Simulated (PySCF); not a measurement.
The system is S2SiH2, in a box.

```
CELL_PARAMETERS angstrom
13.00000 0.00000 0.00000
0.00000 12.00000 0.00000
0.00000 0.00000 11.00000
ATOMIC_POSITIONS crystal
S 0.45482 0.41330 0.45802
Si 0.45370 0.57936 0.52884
S 0.61383 0.59173 0.57397
H 0.35374 0.41177 0.43221
H 0.64826 0.49080 0.53930
```

Base run:

- Program: PySCF 2.14.0
- Functional: revPBE
- Dispersion: D4
- Potentials or basis: cc-pvdz (all-electron)
- k mesh: 1 × 1 × 1
- Occupations: fixed
- Spin: no spin polarisation

Its results: gap between the frontier levels 3.19 eV.

Q: After a change of settings the same cell gave: gap between the frontier levels 3.49 eV. Which change was it?
A. functional from revPBE to SCAN0; dispersion from D4 to none
B. functional from revPBE to PBE; dispersion from D4 to none
C. functional from revPBE to M06-L; dispersion from D4 to D3
D. functional from revPBE to OLYP

A: C.

Caveats: this is a molecule in a periodic box at the Γ point, so its band gap is the HOMO-LUMO gap; the basis of atomic orbitals isn't converged, which shifts pressures, moduli and gaps.
